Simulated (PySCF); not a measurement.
**AsBr⁻ with other numerical set-ups**

Which parts of the numerical set-up matter for AsBr⁻? Each run edits the base script.

Computed with PySCF 2.14.0. Level: method and basis as typed in the scripts.

## Step 1: The system as given

AsBr⁻: 2 atoms, charge -1, spin multiplicity 2.

Bond lengths: As1–Br2 2.510 Å.

## Step 2: The run that the others are compared with

The input, input.py:

```python
from pyscf import gto, scf, mp

mol = gto.M(
    atom='As 0 0 0; Br 0 0 2.51',
    basis='cc-pvdz-dk',
    charge=-1,
    spin=1,
    verbose=4,
)
mf = scf.UHF(mol)
mf = mf.sfx2c1e()
mf.kernel()
mp.MP2(mf, frozen=18).kernel()
mf.dip_moment()
print('orbital energies (hartree):', [e[max(0, n-3):n+3].round(4) for e, n in zip(mf.mo_energy, mol.nelec)])
```

Run with:

```
$ OMP_NUM_THREADS=1 python input.py
```

The log of this run is left out.

Base result: E(SCF) = -4863.294447 Eh, 12 cycles, E(MP2) − E(SCF) = -0.22490 Eh, ⟨S²⟩ = 0.759.

The bond length is a typed value, not an optimised one. The dipole of an ion depends on the origin.

## Step 3: Spin-free X2C off

Variant 1 changes spin-free X2C: on → off.

The input, input.py:

```python
from pyscf import gto, scf, mp

mol = gto.M(
    atom='As 0 0 0; Br 0 0 2.51',
    basis='cc-pvdz-dk',
    charge=-1,
    spin=1,
    verbose=4,
)
mf = scf.UHF(mol)
mf.kernel()
mp.MP2(mf, frozen=18).kernel()
mf.dip_moment()
print('orbital energies (hartree):', [e[max(0, n-3):n+3].round(4) for e, n in zip(mf.mo_energy, mol.nelec)])
```

Run with:

```
$ OMP_NUM_THREADS=1 python input.py
```

## Step 4: Density fitting def2-universal-jkfit

Variant 2 changes density fitting: none → def2-universal-jkfit.

Edit input.py of step 2 so:

```diff
@@ -11,2 +11,3 @@
 mf = mf.sfx2c1e()
+mf = mf.density_fit(auxbasis='def2-universal-jkfit')
 mf.kernel()
```

## Step 5: Ano-rcc-vdzp

Variant 3 changes basis set: cc-pvdz-dk → ano-rcc-vdzp.

Edit input.py of step 2 so:

```diff
@@ -4,3 +4,3 @@
     atom='As 0 0 0; Br 0 0 2.51',
-    basis='cc-pvdz-dk',
+    basis='ano-rcc-vdzp',
     charge=-1,
```

## Step 6: Cartesian functions on

Variant 4 changes Cartesian functions: off → on.

Edit input.py of step 2 so:

```diff
@@ -7,2 +7,3 @@
     spin=1,
+    cart=True,
     verbose=4,
```

**Question.** What will these runs give? Wanted: for each run, E(SCF); from base; gap, α spin; after the SCF.

**Answer**, as computed:

| run | E(SCF) (hartree) | from base (eV) | cycles | gap, α spin (eV) | functions | after the SCF |
| --- | --- | --- | --- | --- | --- | --- |
| base | -4863.294447 | 0 | 12 | 9.02 | 54 | MP2 correlation -6.120 eV |
| spin-free X2C off (unsound) | -4772.661305 | not comparable | 12 | 9.12 | 54 | MP2 correlation -6.122 eV |
| density fitting def2-universal-jkfit | -4863.295175 | -0.0198 | 12 | 9.02 | 54 | MP2 correlation -6.120 eV |
| ano-rcc-vdzp | -4863.529295 | -6.3905 | 12 | 8.13 | 54 | MP2 correlation -6.359 eV |
| Cartesian functions on | -4863.295826 | -0.0375 | 12 | 9.01 | 58 | MP2 correlation -6.279 eV |

What this shows: Of the runs whose energies can be compared, “ano-rcc-vdzp” moves the SCF energy most (-6.391 eV). ano-rcc-vdzp (54 functions) gives an energy 6.39 eV lower than cc-pvdz-dk (54). The dearest run is “ano-rcc-vdzp”, at 6.2 s against 1.7 s. Rows marked unsound come from settings spoiled on purpose.
